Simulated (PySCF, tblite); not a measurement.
# C₄H₉GeO₂ radical: geometry, infrared bands and EPR parameters

Wanted: the infrared bands and EPR parameters of C₄H₉GeO₂ radical (`C=C([O][GeH3])[C](C)O`), by calculation.

Programs: tblite 0.8.0 and PySCF 2.14.0, with density-fitted response routines of our own. Each step states its level of theory. These are calculated values for one molecule in the gas phase, unless marked as measured. Atoms count from 0, in the outputs and in this text.

## 1. The starting structure

16 atoms, charge 0, multiplicity 2; geometry from: force field or distance geometry start.

Bonds of the start (Å): C0–C1 1.33, C1–O2 1.42, O2–Ge3 1.81, C1–C4 1.49, C4–C5 1.52, C4–O6 1.40, C0–H7 1.08, C0–H8 1.09, Ge3–H9 1.53, Ge3–H10 1.55, Ge3–H11 1.56, C5–H12 1.11, C5–H13 1.12, C5–H14 1.12, O6–H15 0.98.

## 2. Geometry optimisation with GFN2-xTB

Job settings and geometry (Å):

```
{"job": {"kind": "relax", "xc": "GFN2-xTB", "basis": "xTB"}, "charge": 0, "multiplicity": 2}
C      0.126400     1.653700    -0.306400
C     -0.076600     0.339600    -0.244500
O      0.959300    -0.572000     0.102600
Ge     2.669100    -0.107900     0.483000
C     -1.438600    -0.211600    -0.509100
C     -2.081800    -0.775800     0.744000
O     -1.362000    -1.194100    -1.505100
H      1.084200     2.116200    -0.107100
H     -0.697200     2.312400    -0.563000
H      3.298400     0.609200    -0.718800
H      2.684600     0.821500     1.723200
H      3.477300    -1.401000     0.808600
H     -3.105100    -1.135700     0.523600
H     -1.472200    -1.622500     1.141100
H     -2.154900     0.026100     1.523100
H     -1.918600    -0.849300    -2.234300
```

Run with:

```
$ OMP_NUM_THREADS=1 python probes_run.py task.json out
```

One launch serves the whole session: the jobs run in the order shown.

**Question.** This job is followed by: GFN2-xTB harmonic vibrations, gas phase; UKS B3LYP, def2-TZVP-core on Ge, pcH-1 on C H O, non-relativistic, mean-field spin-orbit, GIAO. What will the session give for the following? strongest single infrared mode (GFN2-xTB); zero-point energy (GFN2-xTB); g(iso) (B3LYP); ⟨S²⟩; largest a(iso) (averaged by class); potential on the surface of density 0.002 e/bohr³, 1st and 99th percentile.

As calculated:

| quantity | value |
| --- | --- |
| strongest single infrared mode (GFN2-xTB) | 2006 cm⁻¹, 532 km/mol |
| zero-point energy (GFN2-xTB) | 70.6 kcal/mol |
| g(iso) (B3LYP) | 2.00300 |
| ⟨S²⟩ | 0.769 (exact 0.75) |
| largest a(iso) (averaged by class) | 13C on C4, 55.2 MHz |
| potential on the surface of density 0.002 e/bohr³, 1st and 99th percentile | -1.32 V and 1.68 V |

What this shows: Relaxing lowered the energy by 1.590 eV in 188 steps; the close pair that moved most is C1–C4, from 1.493 to 1.399 Å. The lowest mode is imaginary (105i cm⁻¹), so the xTB geometry is not a minimum: the zero-point energy counts the real modes alone, and all values at this geometry belong to a saddle point. The strongest single mode, at 2006 cm⁻¹, moves mainly H9 and H10. Unscaled tight-binding wavenumbers are off by several per cent, some by more. Its intensities can rank the bands wrongly. The largest spin populations lie on C0 (0.56 e), C4 (0.56 e). The isotropic g lies 0.7 ppt above the free-electron value. The hyperfine terms hold no scalar relativity, which the heavier nuclei need.
